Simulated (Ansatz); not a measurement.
**CH4BrFGe: rigid scan of one bond length, by script**

How does the energy of CH4BrFGe change as one bond is stretched? Wanted for CH4BrFGe: a rigid scan of one bond length. SMILES: F[CH]([GeH3])Br.

Computed with Ansatz 0.2.0, driven from Python. Level of theory: CAM-B3LYP/def2-SVP.

### 1 The system

Bond lengths: F1–C2 1.344 Å, C2–Ge3 1.920 Å, C2–Br4 1.855 Å, C2–H5 1.127 Å, Ge3–H6 1.551 Å, Ge3–H7 1.608 Å, Ge3–H8 1.531 Å. Angles: F1–C2–Ge3 108.1°, F1–C2–Br4 112.1°, F1–C2–H5 108.5°, Ge3–C2–Br4 108.8°, Ge3–C2–H5 110.1°, Br4–C2–H5 109.2°, C2–Ge3–H6 110.6°, C2–Ge3–H7 109.6°, C2–Ge3–H8 111.1°, H6–Ge3–H7 107.9°, H6–Ge3–H8 111.2°, H7–Ge3–H8 106.4°.

No structure file is read: the coordinates are typed or built in the script.

### 2 The script

File scan_ch4brfge.py:

```python
"""Stretching a bond of CH4BrFGe, the rest held rigid."""

import ansatz as az
import matplotlib.pyplot as plt
import numpy as np

BASIS_SET = "def2-SVP"
FUNCTIONAL = "CAM-B3LYP"

GEOMETRY = """
F    -0.19790    1.66810   -0.89270
C    -0.35290    0.33320   -0.86230
Ge    0.44820   -0.32340    0.75400
Br   -2.14020   -0.16170   -0.88920
H     0.16720   -0.10840   -1.75930
H    -0.23840    0.30220    1.99600
H     2.00280    0.08560    0.78970
H     0.40350   -1.85280    0.80810
"""

geometry = az.Crystal.molecule()
for line in GEOMETRY.strip().splitlines():
    symbol, *xyz = line.split()
    geometry = geometry.atom(symbol, [float(v) for v in xyz])

symbols = [site.symbol for site in geometry.cartesian_sites]
start = np.array([site.position_ang for site in geometry.cartesian_sites])
axis = (start[4] - start[1]) / np.linalg.norm(start[4] - start[1])
moving = [4]
lengths, energies = [0.992, 1.037, 1.082, 1.127, 1.172, 1.217, 1.262, 1.33], []
for length in lengths:
    xyz = start.copy()
    xyz[moving] += (length - np.linalg.norm(start[4] - start[1])) * axis
    point = az.Crystal.molecule()
    for symbol, place in zip(symbols, xyz):
        point = point.atom(symbol, place.tolist())
    calc = (
        point.calculation()
        .basis(gaussian=BASIS_SET)
        .functional(FUNCTIONAL)
    )
    report = calc.run().report
    energies.append(report["free_energy_ev"])
    print(f"r = {length:6.3f} A  E = {energies[-1]:.5f} eV  <S^2> = {abs(report['mean_field']['state']['spin_squared']):.3f}")

# quartic fit about the minimum
fit = np.polynomial.Polynomial.fit(lengths, np.array(energies) - min(energies), 4).convert()
roots = [r.real for r in fit.deriv().roots() if abs(r.imag) < 1e-9 and fit.deriv(2)(r.real) > 0]
r_e = min(roots, key=lambda r: abs(r - lengths[int(np.argmin(energies))]))
print(f"minimum of the fit at {r_e:.4f} A, force constant {fit.deriv(2)(r_e):.2f} eV/A^2")
plt.figure(figsize=(4.5, 3))
plt.plot(lengths, np.array(energies) - min(energies), "o-")
plt.xlabel("bond length (A)")
plt.ylabel("E - E(min) (eV)")
plt.tight_layout()
plt.savefig("scan.png", dpi=100)
```

### 3 The input behind the calls

The package turns the script's settings into the engine's input (first run):

```yaml
crystal:
  periodic: [false, false, false]
  atoms:
    - { symbol: F, position_ang: [-0.1979, 1.6681, -0.8927] }
    - { symbol: C, position_ang: [-0.3529, 0.3332, -0.8623] }
    - { symbol: Ge, position_ang: [0.4482, -0.3234, 0.754] }
    - { symbol: Br, position_ang: [-2.1402, -0.1617, -0.8892] }
    - { symbol: H, position_ang: [0.10489973634773517, -0.0555028716999805, -1.6518527081405854] }
    - { symbol: H, position_ang: [-0.2384, 0.3022, 1.996] }
    - { symbol: H, position_ang: [2.0028, 0.0856, 0.7897] }
    - { symbol: H, position_ang: [0.4035, -1.8528, 0.8081] }
basis:
  gaussian:
    orbitals: def2-SVP
hamiltonian:
  xc: cam_b3lyp
```

### 4 The run

Command:

```bash
$ python scan_ch4brfge.py
```

Output:

```text
r =  0.992 A  E = -130369.32352 eV  <S^2> = 0.000
r =  1.037 A  E = -130369.49032 eV  <S^2> = 0.000
r =  1.082 A  E = -130369.56046 eV  <S^2> = 0.000
r =  1.127 A  E = -130369.55590 eV  <S^2> = 0.000
r =  1.172 A  E = -130369.49406 eV  <S^2> = 0.000
r =  1.217 A  E = -130369.38876 eV  <S^2> = 0.000
r =  1.262 A  E = -130369.25091 eV  <S^2> = 0.000
r =  1.330 A  E = -130368.99944 eV  <S^2> = 0.000
minimum of the fit at 1.1009 A, force constant 33.14 eV/A^2
```

It took 40 s on 1 thread of Arm Neoverse V2, shared host; peak memory 0.42 GiB.

### 5 Inputs of later runs

The engine's inputs for some of the other runs:

Run 5, against run 1:

```diff
@@ -8 +8 @@
-    - { symbol: H, position_ang: [0.10489973634773517, -0.0555028716999805, -1.6518527081405854] }
+    - { symbol: H, position_ang: [0.18796823689470324, -0.12603363471005757, -1.7951183205048045] }
```

Run 6, against run 1:

```diff
@@ -8 +8 @@
-    - { symbol: H, position_ang: [0.10489973634773517, -0.0555028716999805, -1.6518527081405854] }
+    - { symbol: H, position_ang: [0.20873536203144533, -0.1436663254625769, -1.8309347235958595] }
```

Run 8, against run 1:

```diff
@@ -8 +8 @@
-    - { symbol: H, position_ang: [0.10489973634773517, -0.0555028716999805, -1.6518527081405854] }
+    - { symbol: H, position_ang: [0.260883920708153, -0.1879439711300142, -1.9208736913578415] }
```

Lines on the test bed's own set-up are left out of the output.

### 6 The runs side by side

The 8 runs, in the order started:

| run | distance (Å) | energy from run 3 (eV) | SCF cycles | CPU time (s) |
| --- | --- | --- | --- | --- |
| 1 | 0.99 | 0.2369 | 16 | 4.8 |
| 2 | 1.04 | 0.0701 | 16 | 5 |
| 3 | 1.08 | 0.0000 | 16 | 4.9 |
| 4 | 1.13 | 0.0046 | 16 | 4.8 |
| 5 | 1.17 | 0.0664 | 16 | 4.8 |
| 6 | 1.22 | 0.1717 | 16 | 4.8 |
| 7 | 1.26 | 0.3096 | 16 | 4.7 |
| 8 | 1.33 | 0.5610 | 16 | 4.8 |

### 7 What came out

| quantity | value |
| --- | --- |
| bond length at the fit's minimum | 1.1009 Å |
| runs compared | 8 |
| range of energy | 0.561 eV |
| lowest point, distance (Å) | 1.08 |

**Reading.** The curve has its lowest point inside the range, at 1.08. The ends stand 0.237 and 0.561 eV above it. The distance scanned is the script's pair 1, 4. The rest of the molecule is held rigid at a force-field or estimated start geometry, and the basis set is modest; single-reference methods fail as a bond breaks. The orbitals are restricted, so S² is zero by construction.
